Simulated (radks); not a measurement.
# K⁴⁺ in [Ne] 3s2 3p1 4s2: an all-electron calculation

The task here is to estimate one member of a computed series from the others.

The numbers are computed with radks (a radial shooting solver on a logarithmic mesh, Libxc functionals) version 1 (non-relativistic Kohn-Sham, exchange-only B88, spin-polarised, spherical densities, point nucleus; open shells are filled with parallel spins first), except any that are marked as measured or tabulated.

## What is computed

```
element       : potassium (Z = 19)
charge        : +4
electrons     : 15
configuration : [Ne] 3s2 3p1 4s2
```

Outer shells as boxes (Hund's rule):

K⁴⁺
```
[Ne] core
3s [↑↓]
3p [↑ ][  ][  ]
4s [↑↓]
```

The first run:

The run's settings:

```text
Z 19
configuration [Ne] 3s2 3p1 4s2
relativity non-relativistic
functional b88,
spin polarised
nucleus point
```

Steps of the session up to this table: Self-consistent calculation.

One table of the session follows, with a row left open; its other results are not shown here.

It belongs to the step «Radial structure». Sizes of the orbitals, from the radial functions (bohr):

```
  level      <r>  outermost maximum (interpolated)  90 % within  nodes
  1s up  0.08153                            0.0535        0.145      0
1s down  0.08153                            0.0535        0.145      0
  2s up        ?                                 ?            ?      ?
2s down   0.3882                             0.319        0.604      1
  2p up   0.3489                             0.262        0.576      0
2p down   0.3487                             0.262        0.575      0
  3s up    1.129                              1.01         1.66      2
3s down    1.133                              1.01         1.67      2
  3p up    1.176                              1.04         1.76      1
3p down    1.183                              1.04         1.78      1
  4s up    2.523                              2.40         3.58      3
4s down    2.548                              2.43         3.61      3
```

Estimate the missing values for 2s up.

As computed: <r>: 0.3884; outermost maximum (interpolated): 0.319; 90 % within: 0.605; nodes: 1. In the column «<r>» it lies between 2s down (0.3882) and 3s up (1.129).
